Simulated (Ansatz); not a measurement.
## InSb3 under changes of volume

One of the cells (27.318 Å³/atom); the others are scaled copies at fixed shape and fractional positions:

```
Sb In
1.0
     0.00000    3.79455    3.79455
     3.79455    0.00000    3.79455
     3.79455    3.79455    0.00000
Sb In
3 1
Cartesian
  3.7946 3.7946 3.7946
  5.6918 5.6918 5.6918
  1.8973 1.8973 1.8973
  0.0000 0.0000 0.0000
```

The cell comes from a database or a generator and needn't be the stable form of this composition.

| Quantity | Value |
| --- | --- |
| Program | Ansatz 0.2.0 |
| Functional | r2SCAN |
| Potentials or basis | Ansatz PAW |
| Cutoff | 500 eV (not typed: the program's choice for these potentials) |
| k mesh | 6 × 6 × 6 |
| Occupations | fermi-dirac, width 0.05 eV |
| Spin | no spin polarisation |

```csv
volume (Å³/atom),energy over the lowest point (meV/atom),pressure (GPa)
25.679,?,?
26.226,1.99,1.2
26.772,0.00,0.0
27.318,2.01,-1.1
27.865,7.49,-2.0
28.411,15.98,-2.9
28.957,27.12,-3.6
```

Question: What does the run at 25.679 Å³/atom give?

Answer: Energy over the lowest point 8.54 meV/atom; pressure 2.6 GPa.

Worked out: A Birch-Murnaghan fit of order 3 (a polynomial in V^(-2/3)) to the other rows has its minimum at 26.76 Å³/atom with B0 = V·E''(V) = 57 GPa and B' = 5.7. It gives 8.54 meV/atom at 25.679 Å³/atom, against the run's 8.54, and -dE/dV = 2.7 GPa, against 2.6.

Energies are extrapolated to zero smearing.

Caveats: the PAW data sets come from PBE, with cores solved anew for the run's functional, which leaves a small shift of forces and pressure.
